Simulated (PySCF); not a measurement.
# MoNBr: triplet, from a PBE0 minimum start

The task is one start of a wider search on MoNBr: the triplet, from a PBE0 minimum start. It is relaxed, tested by its Hessian and followed downhill if it is a saddle.

Program: PySCF 2.14.0. Level of theory: PBE0, basis Mo def2-SVP with ECP28, N def2-SVP, Br def2-SVP, scalar-relativistic core potentials, no spin–orbit coupling, density fitting. These are calculated values, not measurements.

**1. Where the work starts**

3 atoms, charge 0, spin multiplicity 3.

Bond lengths: Mo1–N2 1.610 Å, Mo1–Br3 2.468 Å. Angles: N2–Mo1–Br3 117.0°.

Z-matrix (Å, degrees; charge 0 multiplicity 3):
```
Mo
N  1 1.6098
Br 1 2.4676 2 116.97
```

**2. First SCF at the start**

One driver script runs all steps and calls PySCF; scf.py shows how it sets up the SCF of each step. The optimiser is the driver's own. After this first run the driver tries any further starts and a stability analysis.

Contents of scf.py:

```python
from pyscf import gto, scf, dft
mol = gto.M(atom='''
Mo     0.000000    -0.972620    -0.000000
N     -1.505270    -1.543120     0.000000
Br     0.267090     1.480440     0.000000''',
    basis={'Mo': 'def2-SVP', 'N': 'def2-SVP', 'Br': 'def2-SVP'},
    ecp={'Mo': 'def2-SVP'},
    charge=0, spin=2)
mf = dft.UKS(mol, xc='PBE0')
mf.grids.atom_grid = (50, 194)
aux = {'Mo': 'def2-universal-JKFIT', 'N': 'def2-universal-JKFIT', 'Br': 'def2-universal-JKFIT'}
mf = mf.density_fit(auxbasis=aux)
mf.conv_tol = 1e-08
mf.diis_space = 10
mf.max_cycle = 60
mf.init_guess = 'minao'
mf.verbose = 4
mf.kernel()
```

Launch:

```console
> OMP_NUM_THREADS=2 python axn.py task.json out
```

After this run come: Relaxation: PBE0 minimum start, triplet; Frequencies.

What does the calculation give? Wanted: minimum; geometry; wavenumbers; dipole moment; highest occupied, lowest empty level; polar-tensor charge of Mo1; zero-point energy; atomisation energy; ⟨S²⟩.

**Answer**, as computed:

| quantity | value |
| --- | --- |
| minimum | triplet, Cs |
| geometry | Mo–Br 2.467 Å, Mo–N 1.610 Å; Br–Mo–N 117.0° |
| wavenumbers (cm⁻¹) | 135 (a'), 278 (a'), 1169 (a') |
| dipole moment | 4.78 D |
| highest occupied, lowest empty level (either spin) | -6.73, -3.46 eV |
| polar-tensor charge of Mo1 | +1.21 e |
| zero-point energy | 9.5 kJ/mol |
| entropy at 298.15 K | 311.7 J/(mol K) |
| atomisation energy (no zero-point energy) | 830 kJ/mol |
| ⟨S²⟩ | 2.060 |

In words: The PBE0 minimum start keeps its Cs symmetry and ends in a minimum. In the infrared the band at 1169 cm⁻¹ (a', stretch) leads. Most of the spin sits on Mo1 (Mulliken spin 2.37, against 2 for the whole molecule). Other starts or spin states, not run here, may lie lower. One determinant may miss the lowest occupation of an open d or f shell.
